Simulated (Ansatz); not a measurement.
# KHO: one structure at several levels

One table from this session's results is given with a row withheld; the runs are named, their logs left out.

Computed with Ansatz 0.2.0, Gaussian basis. Level: single points in def2-TZVPP.

Cores are frozen in the correlated methods. The outer core shell of Li, Na, Mg and K is correlated.

### Where the work starts

SMILES `[OH][K]`, 3 atoms, charge 0, spin multiplicity 1.

Atoms are counted from 1 here; the program's logs count them from 0.

Bond lengths: O1–K2 2.182 Å, O1–H3 0.987 Å. Angles: K2–O1–H3 138.0°.

As a file:

```
O    -0.4348   -0.2541   -0.2781
K     1.4833   -0.2443    0.7612
H    -1.1138    0.3997   -0.5703
```

Set-up of the first run:

run/in.yaml reads:

```yaml
crystal:
  periodic: [false, false, false]
  atoms:
    - {symbol: O, position_ang: [-0.434800, -0.254100, -0.278100]}
    - {symbol: K, position_ang: [1.483300, -0.244300, 0.761200]}
    - {symbol: H, position_ang: [-1.113800, 0.399700, -0.570300]}
basis:
  gaussian: {orbitals: def2-TZVPP}
correlation: {method: ccsd_t}
output: {forces: true}
```

The command line of these runs was not kept.

Among the steps run: CCSD(T)/def2-TZVPP; PBE0-D4/def2-TZVPP; wB97M-V/def2-TZVPP; r2SCAN-D4/def2-TZVPP; PBE-D4/def2-TZVPP; r2SCAN0-D4/def2-TZVPP; r2SCANh-D4/def2-TZVPP.

One of the session's tables, all rows but one given; the rest of the session is left out.

```
    method  RMS force component (eV/Å)  angle to CCSD(T) forces (°)  dipole (D)
   CCSD(T)                       0.949                    reference        7.49
   PBE0-D4                       0.903                          7.1        7.21
   wB97M-V                       0.918                          3.7        7.30
 r2SCAN-D4                       0.852                          4.0        7.20
    PBE-D4                       0.663                          2.9        6.84
r2SCAN0-D4                       1.026                          8.8        7.37
r2SCANh-D4                           ?                            ?           ?
```

**Question.** Estimate the row for r2SCANh-D4.

Worked estimate for «RMS force component (eV/Å)». Against the share of exact exchange, r2SCAN-D4 (0, 0.852), r2SCAN0-D4 (0.25, 1.026) give a slope of 0.696 per unit share; at 0.1 the line stands at 0.922.

**Answer.** RMS force component (eV/Å): 0.922; angle to CCSD(T) forces (°): 6.1; dipole (D): 7.27. In «RMS force component (eV/Å)» the line misses by 0.000.
